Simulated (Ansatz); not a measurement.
Task: a ladder of methods at one geometry of C3H7SSi, SMILES [SiH3]S[C]1CC1, with the Ansatz DFT code, driven from Python. Give the script and its output. Use (for the species named): CAM-B3LYP, def2-SVP basis, multiplicity 2. The script varies functional: cam_b3lyp, b3lyp, blyp, pbe.

| atom | x (Å) | y (Å) | z (Å) |
| --- | --- | --- | --- |
| Si | 2.3358 | 0.2189 | 0.0734 |
| S | 0.7607 | -1.2262 | 0.2740 |
| C | -0.4847 | 0.0682 | 0.5832 |
| C | -1.8925 | -0.5031 | 0.5026 |
| C | -1.3415 | 0.3066 | -0.6518 |
| H | 2.0222 | 1.1345 | -1.0339 |
| H | 2.4630 | 0.9843 | 1.3226 |
| H | 3.6021 | -0.4736 | -0.2076 |
| H | -1.9763 | -1.5915 | 0.2942 |
| H | -2.6393 | 0.0442 | 1.1148 |
| H | -1.0898 | -0.2946 | -1.5520 |
| H | -1.7598 | 1.3324 | -0.7196 |

Script `methods.py`:
```python
"""C3H7SSi at several levels of theory."""

from pathlib import Path
import argparse

import ansatz as az
import numpy as np

parser = argparse.ArgumentParser(description="C3H7SSi at several levels of theory.")
parser.add_argument("--basis-set", required=True, help="Gaussian basis set")
args = parser.parse_args()

c3h7ssi = (
    az.Crystal.molecule()
    .atom("Si", [2.3358, 0.2189, 0.0734])
    .atom("S", [0.7607, -1.2262, 0.274])
    .atom("C", [-0.4847, 0.0682, 0.5832])
    .atom("C", [-1.8925, -0.5031, 0.5026])
    .atom("C", [-1.3415, 0.3066, -0.6518])
    .atom("H", [2.0222, 1.1345, -1.0339])
    .atom("H", [2.463, 0.9843, 1.3226])
    .atom("H", [3.6021, -0.4736, -0.2076])
    .atom("H", [-1.9763, -1.5915, 0.2942])
    .atom("H", [-2.6393, 0.0442, 1.1148])
    .atom("H", [-1.0898, -0.2946, -1.552])
    .atom("H", [-1.7598, 1.3324, -0.7196])
)

calculation = c3h7ssi.calculation().basis(gaussian=args.basis_set).spin("collinear", total=1)

print("functional    E (Ha)        dipole (D)   HOMO (eV)  LUMO (eV)")
for name in ["cam_b3lyp", "b3lyp", "blyp", "pbe"]:
    summary = calculation.functional(name).forces().orbitals().run(threads=1, runs_dir="runs").report
    lines = Path(summary["orbitals_path"]).read_text().splitlines()
    field_of = lambda key: [line.split("=")[1].strip() for line in lines if line.startswith(key)]
    orbitals = [(27.211386 * float(e), s, float(n)) for e, s, n in zip(field_of("Ene="), field_of("Spin="), field_of("Occup="))]
    homo = max(e for e, _, n in orbitals if n > 0.5)
    lumo = min(e for e, _, n in orbitals if n < 0.5)
    dipole = 4.803205 * np.linalg.norm(summary["charge_distribution"]["dipole_moment_e_ang"])
    print(f"{name:10s} {summary['free_energy_ev'] / 27.211386246:14.6f} {dipole:9.3f} {homo:11.3f} {lumo:10.3f}")
```

```console
$ python methods.py --basis-set def2-SVP
functional    E (Ha)        dipole (D)   HOMO (eV)  LUMO (eV)
cam_b3lyp     -805.740345     1.069      -7.828     -1.617
b3lyp         -805.841848     1.055      -6.271     -3.066
blyp          -805.720983     0.981      -5.052     -3.714
pbe           -805.319866     1.063      -5.286     -3.820
```

Total energies depend on the basis set; only differences at equal settings carry meaning. The geometry is a force-field or estimated start, not a minimum of this method, and the basis set is short of its limit. A lower total doesn't mark the better method: functionals have no common bound, and MP2 and coupled cluster aren't variational. The species is open-shell (spin multiplicity 2). b3lyp holds the VWN-RPA fit, as in Gaussian; the form of ORCA and Turbomole is b3lyp5. Levels such as HOMO and LUMO are orbital energies: with these approximate functionals they aren't the ionisation energy and electron affinity, and their gap isn't the fundamental gap. Timing: 43 s on 1 thread of Arm Neoverse V1, on a shared host, peak memory 0.47 GiB.
